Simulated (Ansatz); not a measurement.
# CH9GeN3O: the cost of one run

The runs use Ansatz 0.2.0, Gaussian basis; the settings change from run to run.

### Step 1. The geometry

An earlier PBE0-D4 in a triple-zeta def2 set relaxation fixed the geometry.

15 atoms, charge 0, spin multiplicity 1.

Atoms are counted from 1 here; the program's logs count them from 0.

Bond lengths: C1–O2 1.407 Å, C1–H7 1.093 Å, C1–H8 1.096 Å, C1–H9 1.098 Å, O2–Ge3 1.778 Å, Ge3–N4 1.825 Å, Ge3–N5 1.819 Å, Ge3–N6 1.825 Å, N4–H10 1.010 Å, N4–H11 1.010 Å, N5–H12 1.009 Å, N5–H13 1.010 Å, N6–H14 1.009 Å, N6–H15 1.010 Å. Angles: O2–C1–H7 108.1°, O2–C1–H8 112.2°, O2–C1–H9 111.8°, H7–C1–H8 108.5°, H7–C1–H9 108.0°, H8–C1–H9 108.1°, C1–O2–Ge3 119.6°, O2–Ge3–N4 106.8°, O2–Ge3–N5 100.6°, O2–Ge3–N6 117.6°, N4–Ge3–N5 118.1°, N4–Ge3–N6 103.2°, N5–Ge3–N6 111.2°, Ge3–N4–H10 114.0°, Ge3–N4–H11 113.6°, H10–N4–H11 108.8°, Ge3–N5–H12 115.8°, Ge3–N5–H13 113.5° and more.

### Step 2. PBE0-DH/aug-cc-pVDZ

Options: unrestricted orbitals, the search for lower states set to full.

Contents of in.yaml:

```yaml
crystal:
  periodic: [false, false, false]
  atoms:
    - {symbol: C, position_ang: [-0.302329, -1.683780, 1.389224]}
    - {symbol: O, position_ang: [0.570654, -0.620212, 1.096891]}
    - {symbol: Ge, position_ang: [0.236932, 0.433437, -0.295726]}
    - {symbol: N, position_ang: [0.064102, -0.655256, -1.749764]}
    - {symbol: N, position_ang: [1.672536, 1.548325, -0.224734]}
    - {symbol: N, position_ang: [-1.328401, 1.371253, -0.289830]}
    - {symbol: H, position_ang: [0.148844, -2.286455, 2.181514]}
    - {symbol: H, position_ang: [-0.476474, -2.327806, 0.519360]}
    - {symbol: H, position_ang: [-1.276091, -1.325592, 1.749133]}
    - {symbol: H, position_ang: [0.904333, -1.165183, -1.984334]}
    - {symbol: H, position_ang: [-0.268563, -0.177979, -2.575981]}
    - {symbol: H, position_ang: [1.502480, 2.501265, -0.508451]}
    - {symbol: H, position_ang: [2.155381, 1.526577, 0.661692]}
    - {symbol: H, position_ang: [-1.463821, 1.991876, 0.494441]}
    - {symbol: H, position_ang: [-2.161384, 0.818727, -0.434035]}
basis:
  gaussian: {orbitals: aug-cc-pVDZ}
magnetization: {spin_polarized: true, initial_magnetization: 0}
hamiltonian: {xc: {name: PBE0-DH}}
scf: {lower_state_search: full}
output: {forces: true}
```

Command:

```sh
ansatz run in.yaml --threads 4 --pin off --events-out ev --progress --plain --max-ram 11315MiB
```

Q: Estimate wall time and peak memory on 4 threads of Arm Neoverse V2, shared host.

About 46 s, with a peak of 1.5 GiB.
